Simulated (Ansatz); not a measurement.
# O4V (charge -3): geometry optimisation

What geometry does O4V (charge -3) take? Aim: a geometry optimisation, for O4V (charge -3), run from a script.

Program: Ansatz 0.2.0, driven from Python. Level of theory: CAM-B3LYP/def2-SVP. These are calculated values, not measurements.

### Step 1. The system

Bond lengths: O1–V2 1.967 Å, V2–O3 1.757 Å, V2–O4 1.967 Å, V2–O5 1.967 Å. Angles: O1–V2–O3 109.5°, O1–V2–O4 109.5°, O1–V2–O5 109.5°, O3–V2–O4 109.5°, O3–V2–O5 109.5°, O4–V2–O5 109.5°.

The script holds or builds the structure itself.

### Step 2. The script

Contents of o4v.py:

```python
'''Geometry optimisation of O4V(3-).'''

import itertools

import ansatz as az
from ase import Atoms
from ase.data import atomic_numbers, covalent_radii
import numpy as np
import pandas as pd

atoms = Atoms(['O', 'V', 'O', 'O', 'O'], positions=[
    [1.7443, -0.6864, -0.55],
    [0.0017, 0.042, 0.0],
    [0.0745, 1.7973, 0.0001],
    [-0.4343, -0.5962, 1.8089],
    [-1.3862, -0.5567, -1.2589],
])
system = az.Crystal.molecule_from_ase(atoms)

setup = (
    system.calculation()
    .basis(gaussian='def2-SVP')
    .functional('cam_b3lyp')
    .charge(-3)
    .scf(lower_state_search='standard')
)
symbols = [site.symbol for site in system.cartesian_sites]
start = np.array([site.position_ang for site in system.cartesian_sites], dtype=float)
def progress(event):
    if event['event'] == 'relax_step':
        row = event['data']
        print(f'step {row["step"]:3d}  E = {row["lagrangian_ev"]:.6f} eV  largest force component {row["allowed_force_max_ev_ang"]:.4f} eV/A')


data = setup.relax(force_tolerance=0.01, max_steps=100).session().plan().execute(on_event=progress).report
end = np.array(data['positions_ang'])

print(f'E = {data["free_energy_ev"]:.6f} eV = {data["free_energy_ev"] / 27.211386246:.7f} Ha')
print('converged:', data['converged'], ' doubts:', data['published_state_doubts'] or 'none')

# pairs closer than 1.2 times the sum of covalent radii, before or after
radius = [covalent_radii[atomic_numbers[s]] for s in symbols]
span = lambda where, i, j: np.linalg.norm(where[i] - where[j])
bonded = [(i, j) for i, j in itertools.combinations(range(len(symbols)), 2) if min(span(start, i, j), span(end, i, j)) < 1.2 * (radius[i] + radius[j])]
print('pair        before    after (A)')
for i, j in bonded:
    print(f'{symbols[i]}{i}-{symbols[j]}{j}'.ljust(10), f'{span(start, i, j):8.4f} {span(end, i, j):8.4f}')

charges = data['charge_distribution']
table = pd.DataFrame({'atom': symbols, 'mulliken': charges['mulliken_charges_e'], 'lowdin': charges['lowdin_charges_e']})
print(table.round(3).to_string())
print('dipole (e A):', np.round(charges['dipole_moment_e_ang'], 4) + 0.0)
```

### Step 3. The calls as engine input

The engine receives this input:

```yaml
crystal:
  periodic: [false, false, false]
  atoms:
    - { symbol: O, position_ang: [1.7443, -0.6864, -0.55] }
    - { symbol: V, position_ang: [0.0017, 0.042, 0.0] }
    - { symbol: O, position_ang: [0.0745, 1.7973, 0.0001] }
    - { symbol: O, position_ang: [-0.4343, -0.5962, 1.8089] }
    - { symbol: O, position_ang: [-1.3862, -0.5567, -1.2589] }
basis:
  gaussian:
    orbitals: def2-SVP
hamiltonian:
  xc: cam_b3lyp
total_charge: -3.0
scf:
  lower_state_search: standard
relax:
  f_tol: 0.01
  max_steps: 100
```

### Step 4. The run

Command:

```sh
$ python o4v.py
```

Q: Predict the main results. Wanted: total energy; moves of the relaxation; energy gained; last largest force component.

As calculated:

```
                    quantity           value
                total energy  -33854.1153 eV
     moves of the relaxation               4
               energy gained        2.489 eV
last largest force component     0.0007 eV/Å
```

**Reading.** After 4 moves the largest shift is 0.245 Å. Caveats:
- The end point is the stationary point reached from this start; no frequency run checks that it is a minimum, and the basis set is modest.
- The Löwdin charges here are taken after orthogonalising the functions within each atom; they differ from plain Löwdin charges, and their signs can be unphysical.
- An ion's dipole depends on the origin; the program takes it about the centre of nuclear charge.
- Anions want diffuse functions, which this basis lacks. The dipole of an ion depends on the origin.

A small anion of this charge may not be bound in the gas phase; the finite basis can hold electrons that would leave.
